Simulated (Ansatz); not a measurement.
# C8H20O4Si, 33 atoms: a performance study

Aim: measure how long a single point at HF takes on C8H20O4Si, and which launch flags, input keys and shares of the machine shorten it.

Program: Ansatz 0.2.0 (single point, HF, Gaussian basis). Host: Arm Neoverse N1, 56 cores, 56 hardware threads, 90 GiB; it was booked for these runs alone, one at a time. Each run is timed once from launch to exit, start-up included.

### Step 1. What is computed

A molecule of 33 atoms and 114 electrons, SMILES CCO[Si](OCC)(OCC)OCC, in the basis def2-tzvp.

### Step 2. Baseline

input.yaml reads:

```yaml
crystal:
  periodic: [false, false, false]
  atoms:
    - { symbol: C, position_ang: [0.2400, -2.0100, 3.3900] }
    - { symbol: C, position_ang: [0.3100, -0.7800, 2.5100] }
    - { symbol: O, position_ang: [-0.0400, -1.1600, 1.1900] }
    - { symbol: Si, position_ang: [0.0000, 0.0000, 0.0000] }
    - { symbol: O, position_ang: [-0.6000, -0.6300, -1.4100] }
    - { symbol: C, position_ang: [-1.8900, -1.2400, -1.3900] }
    - { symbol: C, position_ang: [-2.2200, -1.6900, -2.8000] }
    - { symbol: O, position_ang: [-0.9300, 1.3000, 0.4600] }
    - { symbol: C, position_ang: [-0.9200, 2.4600, -0.3600] }
    - { symbol: C, position_ang: [-1.8800, 3.4700, 0.2500] }
    - { symbol: O, position_ang: [1.5700, 0.5000, -0.2400] }
    - { symbol: C, position_ang: [2.5000, -0.4400, -0.7700] }
    - { symbol: C, position_ang: [3.8500, 0.2400, -0.8400] }
    - { symbol: H, position_ang: [0.5000, -1.7700, 4.4300] }
    - { symbol: H, position_ang: [0.9300, -2.7800, 3.0300] }
    - { symbol: H, position_ang: [-0.7600, -2.4500, 3.3700] }
    - { symbol: H, position_ang: [1.3300, -0.3700, 2.5500] }
    - { symbol: H, position_ang: [-0.3900, -0.0300, 2.8900] }
    - { symbol: H, position_ang: [-1.8900, -2.1100, -0.7200] }
    - { symbol: H, position_ang: [-2.6500, -0.5200, -1.0500] }
    - { symbol: H, position_ang: [-2.2200, -0.8400, -3.4800] }
    - { symbol: H, position_ang: [-3.2100, -2.1700, -2.8300] }
    - { symbol: H, position_ang: [-1.4800, -2.4000, -3.1600] }
    - { symbol: H, position_ang: [-1.2500, 2.2200, -1.3800] }
    - { symbol: H, position_ang: [0.0900, 2.8900, -0.4000] }
    - { symbol: H, position_ang: [-1.9000, 4.3900, -0.3500] }
    - { symbol: H, position_ang: [-1.5700, 3.7200, 1.2700] }
    - { symbol: H, position_ang: [-2.8900, 3.0600, 0.3100] }
    - { symbol: H, position_ang: [2.2000, -0.7500, -1.7700] }
    - { symbol: H, position_ang: [2.5700, -1.3200, -0.1200] }
    - { symbol: H, position_ang: [4.1800, 0.5700, 0.1500] }
    - { symbol: H, position_ang: [4.6100, -0.4500, -1.2500] }
    - { symbol: H, position_ang: [3.8100, 1.1300, -1.4800] }
basis:
  gaussian: { orbitals: def2-tzvp }
hamiltonian: { xc: hf }
```

Launch:

```sh
$ taskset -c 8-63 ansatz run input.yaml --backend cpu --max-ram 64GiB --events-out ev --progress --plain --runs-dir out
```

### Step 3. Change: x pbe

input.yaml, as its differences from that of step 2:

```diff
@@ -38,2 +38,2 @@
   gaussian: { orbitals: def2-tzvp }
-hamiltonian: { xc: hf }
+hamiltonian: { xc: pbe }
```

### Step 4. Change: x r2scan

input.yaml, as its differences from that of step 3:

```diff
@@ -38,2 +38,2 @@
   gaussian: { orbitals: def2-tzvp }
-hamiltonian: { xc: pbe }
+hamiltonian: { xc: r2scan }
```

### Step 5. Change: x pbe0

input.yaml, as its differences from that of step 4:

```diff
@@ -38,2 +38,2 @@
   gaussian: { orbitals: def2-tzvp }
-hamiltonian: { xc: r2scan }
+hamiltonian: { xc: pbe0 }
```

### Step 6. Change: f 3

input.yaml, as its differences from that of step 5:

```diff
@@ -38,2 +38,2 @@
   gaussian: { orbitals: def2-tzvp }
-hamiltonian: { xc: pbe0 }
+hamiltonian: { xc: { name: wB97M-V } }
```

### Step 7. Change: f 2

input.yaml, as its differences from that of step 6:

```diff
@@ -38,2 +38,2 @@
   gaussian: { orbitals: def2-tzvp }
-hamiltonian: { xc: { name: wB97M-V } }
+correlation: { method: mp2 }
```

### Step 8. Change: f 3

input.yaml, as its differences from that of step 7:

```diff
@@ -38,2 +38,3 @@
   gaussian: { orbitals: def2-tzvp }
-correlation: { method: mp2 }
+hamiltonian: { xc: pbe0 }
+correlation: { method: rpa }
```

### Step 9. Change: f 150

input.yaml, as its differences from that of step 8:

```diff
@@ -38,3 +38,2 @@
   gaussian: { orbitals: def2-tzvp }
-hamiltonian: { xc: pbe0 }
-correlation: { method: rpa }
+correlation: { method: ccsd_t }
```

(Steps that only read results are left out.)

Q: Predict the timings and the best choice. Wanted: reference; best change; worst change.

**Answer**, as computed:

```
    quantity                   value
   reference       3 s on 56 threads
 best change   none beyond the noise
worst change  f 3: 4.7 times as slow
```

What this shows: Changes under about 10 % are taken as noise (0.3 s of jitter at start-up on so short a run). No change beats the defaults here. f 3 costs most. No result came from: f 150 (time limit). The figures hold for this build, input and host.
